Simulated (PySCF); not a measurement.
**CH7GaO (SMILES C[OH+][GaH3-]) at 6 levels**

Wanted: a comparison of 6 runs (HF/STO-3G, HF/3-21G, HF/def2-SVP, B3LYP/6-31G*, BP86/pcseg-1, MP2/def2-TZVP) of CH7GaO. Input form: a Python script.

The results are computed with PySCF 2.14.0.

## (1) Starting point

CH7GaO: 10 atoms, total charge 0, spin state singlet. SMILES: `C[OH+][GaH3-]`. The shape is that of a PBE0-D4/def2-TZVP optimisation.

Bond lengths: C1–O2 1.428 Å, O2–Ga3 2.150 Å, C1–H4 1.091 Å, C1–H5 1.092 Å, C1–H6 1.088 Å, O2–H7 0.962 Å, Ga3–H8 1.583 Å, Ga3–H9 1.574 Å, Ga3–H10 1.577 Å. Some angles: C1–O2–Ga3 116.7°, C1–O2–H7 110.0°, Ga3–O2–H7 109.2°, O2–C1–H4 110.1°, O2–C1–H5 111.0°, O2–C1–H6 106.4°, O2–Ga3–H8 96.4°, O2–Ga3–H9 97.4°, O2–Ga3–H10 95.3°, H4–C1–H5 110.6°.

## (2) Energy and forces at HF/STO-3G (run 1)

run.py reads:

```python
import pyscf.grad
from pyscf import gto, scf

mol = gto.M(
    atom=[
    ('C', (-1.055000, 0.642900, -0.678000)),
    ('O', (0.339100, 0.334800, -0.651200)),
    ('Ga', (1.067900, -0.694300, 1.089600)),
    ('H', (-1.293600, 1.225400, -1.569600)),
    ('H', (-1.658400, -0.266900, -0.641500)),
    ('H', (-1.254100, 1.241400, 0.208900)),
    ('H', (0.581100, -0.164200, -1.437200)),
    ('H', (-0.032900, -1.832300, 1.095800)),
    ('H', (0.908000, 0.494100, 2.109800)),
    ('H', (2.481100, -1.032100, 0.476500)),
],
    basis='sto-3g',
    max_memory=1860,
    verbose=3,
    charge=0,
)

mf = scf.RHF(mol)
mf.conv_tol = 1e-10
mf.kernel()
if not mf.converged:
    mf = mf.newton().run(mf.mo_coeff, mf.mo_occ)

e_final = mf.e_tot
print('E(%s) = %.9f' % ('HF', e_final))
grad = mf.Gradients().kernel()
mf.analyze()
```

Launch:

```bash
$ OMP_NUM_THREADS=1 python run.py
```

The log of the run:

```text
converged SCF energy = -2016.17780034549
[... 14 lines left out ...]
MO #5   energy= -41.8060550226776  occ= 2
[... 5 lines left out ...]
MO #11  energy= -3.83096146038829  occ= 2
[... 5 lines left out ...]
MO #17  energy= -0.539377309166846 occ= 2
[... 5 lines left out ...]
MO #23  energy= -0.245059379344536 occ= 2
[... 5 lines left out ...]
MO #29  energy= 0.554244702541013  occ= 0
[... 5 lines left out ...]
MO #35  energy= 0.693227413967888  occ= 0
[... 11 lines left out ...]
Dipole moment(X, Y, Z, Debye): -2.55450,  1.21355, -3.94258
```

It took 4.8 s on 1 thread of Intel Xeon at 2.50GHz (Skylake/Cascade Lake), shared host; peak memory 0.12 GiB.

## (3) Energy and forces at HF/3-21G (run 2)

input.xyz reads:

```xyz
10
CH7GaO
C     -1.055000     0.642900    -0.678000
O      0.339100     0.334800    -0.651200
Ga     1.067900    -0.694300     1.089600
H     -1.293600     1.225400    -1.569600
H     -1.658400    -0.266900    -0.641500
H     -1.254100     1.241400     0.208900
H      0.581100    -0.164200    -1.437200
H     -0.032900    -1.832300     1.095800
H      0.908000     0.494100     2.109800
H      2.481100    -1.032100     0.476500
```

run.py reads:

```python
from pyscf import gto, scf

system = gto.M(
    atom='input.xyz',
    verbose=4,
    max_memory=1860,
    basis='3-21g',
)

mf = scf.RHF(system)
mf.conv_tol = 1e-10
mf.kernel()
if not mf.converged:
    mf = mf.newton().run(mf.mo_coeff, mf.mo_occ)

e_final = mf.e_tot
print('E(%s) = %.9f' % ('HF', e_final))
grad = mf.nuc_grad_method().kernel()
mf.analyze()
```

Launch:

```bash
$ OMP_NUM_THREADS=1 python run.py
```

The log of the run:

```text
PySCF version 2.14.0

[... 82 lines left out ...]
Two-electron Coulomb Energy =         1085.685739731168724
[... 12 lines left out ...]
MO #10  energy= -4.37170214704199  occ= 2
[... 10 lines left out ...]
MO #21  energy= -0.658011677970097 occ= 2
[... 10 lines left out ...]
MO #32  energy= 0.297845362619093  occ= 0
[... 10 lines left out ...]
MO #43  energy= 1.22847658357189   occ= 0
[... 10 lines left out ...]
MO #54  energy= 3.28680494065122   occ= 0
[... 67 lines left out ...]
Dipole moment(X, Y, Z, Debye): -2.80546,  1.00489, -3.77303
```

It took 5.1 s on 1 thread of Intel Xeon at 2.50GHz (Skylake/Cascade Lake), shared host; peak memory 0.13 GiB.

Runs 3 to 4 aren't shown in full; the table further down has their settings and results.

## (4) Energy and gradient at BP86/pcseg-1 (run 5)

job.py reads:

```python
# C[OH+][GaH3-]
import pyscf.grad
from pyscf import gto, dft

molecule = gto.M(
    atom='''
C     -1.993661     1.214905    -1.281234
O      0.640806     0.632680    -1.230590
Ga     2.018039    -1.312037     2.059046
H     -2.444550     2.315670    -2.966114
H     -3.133922    -0.504368    -1.212259
H     -2.369906     2.345906     0.394764
H      1.098120    -0.310293    -2.715914
H     -0.062172    -3.462545     2.070762
H      1.715871     0.933714     3.986944
H      4.688599    -1.950386     0.900454
''',
    unit='bohr',
    basis='pcseg-1',
    max_memory=1860,
    verbose=3,
)

myscf = dft.RKS(molecule, xc='bp86')
myscf.grids.level = 5
myscf.conv_tol = 1e-10
myscf.kernel()
if not myscf.converged:
    myscf = myscf.newton().run(myscf.mo_coeff, myscf.mo_occ)

e_final = myscf.e_tot
print('Final energy', e_final)
grad = myscf.Gradients().kernel()
myscf.analyze()
```

Launch:

```bash
$ OMP_NUM_THREADS=1 python job.py
```

The log of the run:

```text
converged SCF energy = -2042.40391073852
[... 19 lines left out ...]
MO #10  energy= -3.56629065935934  occ= 2
[... 15 lines left out ...]
MO #26  energy= -0.239878442703771 occ= 2
[... 15 lines left out ...]
MO #42  energy= 0.349617237029658  occ= 0
[... 15 lines left out ...]
MO #58  energy= 1.02105453958902   occ= 0
[... 15 lines left out ...]
MO #74  energy= 2.03532383118512   occ= 0
[... 15 lines left out ...]
MO #90  energy= 3.44377277616647   occ= 0
[... 11 lines left out ...]
Dipole moment(X, Y, Z, Debye): -2.36543,  1.07945, -3.42375
```

Wall time 70 s (1 thread of Intel Xeon at 2.50GHz (Skylake/Cascade Lake), shared host); peak memory 0.88 GiB.

## (5) Energy and gradient at MP2/def2-TZVP (run 6)

input.py reads:

```python
from pyscf import gto, mp

molecule = gto.M(
    atom='''
C       -1.055000       0.642900      -0.678000
O        0.339100       0.334800      -0.651200
Ga       1.067900      -0.694300       1.089600
H       -1.293600       1.225400      -1.569600
H       -1.658400      -0.266900      -0.641500
H       -1.254100       1.241400       0.208900
H        0.581100      -0.164200      -1.437200
H       -0.032900      -1.832300       1.095800
H        0.908000       0.494100       2.109800
H        2.481100      -1.032100       0.476500
''',
    basis='def2-tzvp',
    max_memory=1860,
    verbose=3,
)

hf = molecule.RHF()
hf.conv_tol = 1e-10
hf.kernel()
if not hf.converged:
    hf = hf.newton().run(hf.mo_coeff, hf.mo_occ)

pt = mp.MP2(hf, frozen=11).run()
etot = pt.e_tot
print('E(%s) = %.9f' % ('MP2', etot))
grad = pt.nuc_grad_method().kernel()
dip = hf.dip_moment()
pop, q = hf.mulliken_pop()
```

Launch:

```bash
$ OMP_NUM_THREADS=1 python input.py
```

The log of the run:

```text
converged SCF energy = -2040.07606936584
[... 11 lines left out ...]
Dipole moment(X, Y, Z, Debye): -2.40689,  1.03850, -3.46705
[... 163 lines left out ...]
charge of    9H =     -0.17683
```

Run time: 2.9 min. Hardware: 1 thread of Intel Xeon at 2.50GHz (Skylake/Cascade Lake), shared host; peak memory 2 GiB.

## (6) The series

```tsv
run	level	integration grid	frozen core orbitals	energy (Eh)	dipole moment (D) of the reference	HOMO energy (eV)	LUMO energy (eV)	wall time
1	HF/STO-3G	–	–	-2016.177800	4.85	-5.59	8.64	4.8 s
2	HF/3-21G	–	–	-2029.968749	4.81	-10.48	3.10	5.1 s
3	HF/def2-SVP	–	–	-2039.693116	4.46	-10.67	3.05	18 s
4	B3LYP/6-31G* (spherical functions)	5	–	-2042.132634	4.35	-7.37	-0.30	53 s
5	BP86/pcseg-1	5	–	-2042.403911	4.30	-6.53	-1.03	70 s
6	MP2/def2-TZVP	–	11	-2040.733372	4.35	-10.71	2.56	2.9 min
```

## (7) What came out

| quantity | value |
| --- | --- |
| run 6: total energy | -2040.73337 Eh |
| run 6: dipole moment (Hartree–Fock density) | 4.35 D |
| run 6: HOMO energy (Hartree–Fock orbitals) | -10.71 eV |
| run 6: LUMO energy (Hartree–Fock orbitals) | 2.56 eV |
| run 6: HOMO–LUMO gap (Hartree–Fock orbitals) | 13.27 eV |
| run 6: correlation energy (11 core orbitals frozen) | -657.3 mEh |
| run 6: largest force on an atom | 0.421 eV/Å |

**Reading.** Over runs 1, 2, 3, 4, 5 the dipole moment (its size) runs from 4.30 D (BP86/pcseg-1) to 4.85 D (HF/STO-3G). The two ends differ in method and basis. Over runs 1, 2, 3, 4, 5 the HOMO–LUMO gap runs from 5.49 eV (BP86/pcseg-1) to 14.22 eV (HF/STO-3G). Totals of different functionals can't be ranked against each other. In run 1 the basis is minimal, so the values are rough. All runs together took 5.4 min, the longest 2.9 min.
